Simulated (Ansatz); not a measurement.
# Ta4O: the cost of one run

Computed with Ansatz 0.2.0 (DFT PBE, scalar-relativistic, plane waves, PAW, unless a step's input says otherwise).

1 further run of the same task is left out (it didn't finish).

**1. The starting structure**

Symmetry: Im-3m, No. 229, cubic system. The conventional cell has a = 5.545 Å, b = 5.545 Å, c = 5.545 Å, α = 90.00°, β = 90.00°, γ = 90.00°. Around Ta (site symmetry -3m) lie 2 O at 2.40 Å. O (site symmetry m-3m) has 8 Ta at 2.40 Å as nearest neighbours.

Structure file:

```cif
data_structure
_symmetry_space_group_name_H-M 'P 1'
_symmetry_Int_Tables_number 1
_cell_length_a 4.8019
_cell_length_b 4.8019
_cell_length_c 4.8019
_cell_angle_alpha 109.471
_cell_angle_beta 109.471
_cell_angle_gamma 109.471
_cell_volume 85.24
loop_
_atom_site_label
_atom_site_type_symbol
_atom_site_fract_x
_atom_site_fract_y
_atom_site_fract_z
_atom_site_occupancy
Ta1 Ta 0.50000 0.50000 0.50000 1
Ta2 Ta 0.00000 0.00000 0.50000 1
Ta3 Ta 0.00000 0.50000 0.00000 1
Ta4 Ta 0.50000 0.00000 0.00000 1
O1 O 0.00000 0.00000 0.00000 1
```

It is the end of an earlier relaxation with the same method, from a generated guess; it is a trial structure. At a tolerance of 0.05 Å it has space group Im-3m (No. 229); it has 17.05 Å³/atom, an uncorrected energy of +0.53 eV/atom over the elements.

**2. Electronic structure at the relaxed geometry**

input.yaml

```yaml
crystal:
  lattice:
    - [-2.772388383, 2.772388383, 2.772388383]
    - [2.772388383, -2.772388383, 2.772388383]
    - [2.772388383, 2.772388383, -2.772388383]
  atoms:
    - { symbol: Ta, position: [0.5, 0.5, 0.5] }
    - { symbol: Ta, position: [0.0, 0.0, 0.5] }
    - { symbol: Ta, position: [0.0, 0.5, 0.0] }
    - { symbol: Ta, position: [0.5, 0.0, 0.0] }
    - { symbol: O, position: [0.0, 0.0, 0.0] }
basis:
  ecutwfc: 420
kpoints:
  mp_grid: { grid: [10, 10, 10] }
  band_path:
    path:
      - [[0.0, 0.0, 0.0], [0.5, -0.5, 0.5], [0.0, 0.0, 0.5], [0.0, 0.0, 0.0], [0.25, 0.25, 0.25], [0.5, -0.5, 0.5]]
      - [[0.25, 0.25, 0.25], [0.0, 0.0, 0.5]]
    npoints: 14
hamiltonian:
  xc: pbe
scf:
  occupations: { method: gaussian, width: 0.1 }
  n_extra_bands: 12
output:
  forces: true
  stress: true
  eigenvalues: true
  populations: true
  dos: { projected: true, de: 0.02, nscf_kmesh: { grid: [12, 12, 12] } }
  bader: true
  write_density: true
  write_potential: true
  elf: true
  volumetric_format: npy
```

Command:

```sh
> ansatz run input.yaml --threads 1 --pin off --max-ram 2560MiB --backend cpu --events-out ev --progress --plain --runs-dir out
```

**Question.** How long does this run take on 1 thread of Arm Neoverse V2, shared host, and how much memory does it need?

About 51 s, with a peak of 0.45 GiB.
